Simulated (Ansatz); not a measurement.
CH3Te, SMILES C[Te]: an atomisation energy, run with the Ansatz DFT code, driven from Python.

`run_tae.py`
```python
# -*- coding: utf-8 -*-
"""Energy to split CH3Te into its atoms."""

from collections import Counter

import ansatz as az

BASIS = "def2-SVP"
METHOD = "mp2"


def single_point(molecule, charge=0, unpaired=0):
    calc = (
        molecule.calculation()
        .basis(gaussian=BASIS)
        .correlation(METHOD)
    )
    if charge:
        calc = calc.charge(charge)
    if unpaired:
        calc = calc.spin("collinear", total=unpaired)
    report = calc.run(threads=1, pin="off").report
    if report["published_state_doubts"]:
        print("  doubts:", report["published_state_doubts"])
    return report["free_energy_ev"]

geometry_ang = [
    ("C", [-0.1633, -0.0806, -0.0028]),
    ("Te", [1.9016, 0.2669, 0.1003]),
    ("H", [-0.4895, -1.0601, 0.3151]),
    ("H", [-0.6538, 0.7145, 0.6279]),
    ("H", [-0.545, 0.0856, -1.082]),
]
ch3te = az.Crystal.molecule()
for symbol, xyz in geometry_ang:
    ch3te = ch3te.atom(symbol, xyz)

# unpaired electrons of the ground-state atoms
unpaired = {"C": 2, "Te": 2, "H": 1}
counts = Counter(site.symbol for site in ch3te.cartesian_sites)
atom_energy = {s: single_point(az.Crystal.molecule().atom(s, (0, 0, 0)), 0, unpaired[s]) for s in counts}
whole = single_point(ch3te, 0, 1)
for s, e in atom_energy.items():
    print(f"{s:2s} x{counts[s]}  {e:14.5f} eV")
print(f"CH3Te: {whole:.5f} eV")
split = sum(counts[s] * e for s, e in atom_energy.items()) - whole
print(f"atomisation energy (no zero-point term): {split:.3f} eV, {split / sum(counts.values()):.3f} eV an atom")
```

What does it cost to take this molecule apart into atoms?

14.739 eV from the electronic energies, without the zero-point term.

The run itself:

Output of `python run_tae.py`:
```text
C  x1     -1025.74186 eV
Te x1     -7267.45784 eV
H  x3       -13.58606 eV
CH3Te: -8348.69664 eV
atomisation energy (no zero-point term): 14.739 eV, 2.948 eV an atom
```

Notes:
- Total energies depend on the basis set; only differences at equal settings carry meaning.
- The geometry is a force-field or estimated start, not a minimum of this method, and the basis set is short of its limit. All parts are taken at fixed geometry, without zero-point energy.
- def2 sets replace the cores of elements past krypton by effective core potentials.
- The species is open-shell (spin multiplicity 2).
- In double-zeta sets correlated atomisation energies come out some 10 to 15 % low.
- The spin-orbit lowering of heavy atoms is left out.
- Hardware and time: 2.2 s on 1 thread of Arm Neoverse V2 (shared host), peak memory 0.17 GiB.

(A comment or docstring line of the script was reworded after the run, the code is as it ran; lines on the test bed's own set-up are left out of the output.)
